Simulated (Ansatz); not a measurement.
# SiCl₃F: up Jacob's ladder to CCSD(T)

The task here is to estimate one member of a computed series from the others.

Computed with Ansatz 0.2.0, Gaussian basis. Level: functionals in def2-TZVPP, the program's frozen cores in correlated methods.

Plan: LDA (SPW92), PBE-D4, revPBE-D4, BLYP-D4, r2SCAN-D4, B97M-V, PBE0-D4, B3LYP-D4, r2SCANh-D4, r2SCAN0-D4, HSE06-D4, BHLYP-D4, CAM-B3LYP-D4, LC-ωPBE, ωB97X-V, ωB97M-V, B2PLYP, PBE-QIDH; CCSD(T)/def2-SVP; CCSD(T)/def2-TZVPP; MP2/def2-QZVPP; extrapolation to the limit; RPA on PBE.

### The relaxed structure

The geometry comes from an earlier relaxation with PBE0-D4 in a triple-zeta def2 set; it is a stationary point.

SMILES `F[Si](Cl)(Cl)Cl`, 5 atoms, charge 0, spin multiplicity 1.

Atoms are counted from 1 here; the program's logs count them from 0.

Bond lengths: F1–Si2 1.575 Å, Si2–Cl3 2.014 Å, Si2–Cl4 2.014 Å, Si2–Cl5 2.014 Å. Angles: F1–Si2–Cl3 108.4°, F1–Si2–Cl4 108.4°, F1–Si2–Cl5 108.4°, Cl3–Si2–Cl4 110.6°, Cl3–Si2–Cl5 110.6°, Cl4–Si2–Cl5 110.6°.

As a file:

```xyz
5

F     0.8748   -0.9316    1.0421
Si    0.0446   -0.0515    0.0338
Cl   -1.5965    0.6261    0.9853
Cl   -0.4726   -1.2025   -1.5363
Cl    1.1996    1.4859   -0.5663
```

Set-up of the first run:

The input, in.yaml:

```yaml
crystal:
  periodic: [false, false, false]
  atoms:
    - {symbol: F, position_ang: [0.874789, -0.931623, 1.042072]}
    - {symbol: Si, position_ang: [0.044600, -0.051463, 0.033821]}
    - {symbol: Cl, position_ang: [-1.596524, 0.626073, 0.985314]}
    - {symbol: Cl, position_ang: [-0.472568, -1.202486, -1.536321]}
    - {symbol: Cl, position_ang: [1.199602, 1.485900, -0.566287]}
basis:
  gaussian: {orbitals: def2-TZVPP}
hamiltonian: {xc: lda}
output: {orbitals: {seedname: orbitals}}
```

On the command line:

```
ansatz run in.yaml --threads 4 --pin off --events-out ev --progress --plain --max-ram 10444MiB
```

Among the steps run: LDA; PBE-D4 (GGA); revPBE-D4 (GGA); BLYP-D4 (GGA); r2SCAN-D4 (meta-GGA); B97M-V (meta-GGA); B3LYP-D4 (hybrid); r2SCANh-D4 (hybrid); r2SCAN0-D4 (hybrid); HSE06-D4 (hybrid); BHLYP-D4 (hybrid); CAM-B3LYP-D4 (range-separated); LC-ωPBE (range-separated); ωB97X-V (range-separated); ωB97M-V (range-separated); B2PLYP (double hybrid); PBE-QIDH (double hybrid).

One table of the session follows, with a row left open; its other results are not shown here.

It belongs to the step «Orbital energies across the functionals». 

```
  functional  HOMO (eV)  gap (eV)
 LDA (SPW92)      -8.33      6.75
      PBE-D4      -8.18      6.89
   revPBE-D4      -8.13      6.96
     BLYP-D4      -8.00      6.82
   r2SCAN-D4      -8.57      7.69
      B97M-V      -8.66      7.87
     PBE0-D4      -9.63      9.37
    B3LYP-D4      -9.32      8.80
  r2SCANh-D4      -9.09      8.57
  r2SCAN0-D4      -9.88      9.87
    HSE06-D4      -9.22      8.59
    BHLYP-D4     -10.90     11.78
CAM-B3LYP-D4          ?         ?
     LC-ωPBE     -12.45     14.63
     ωB97X-V     -12.05     14.12
     ωB97M-V     -11.86     13.70
```

Estimate the missing values for CAM-B3LYP-D4.

The run gave: HOMO (eV): -10.99; gap (eV): 11.87. In the column «HOMO (eV)» it lies between ωB97M-V (-11.86) and BHLYP-D4 (-10.90).
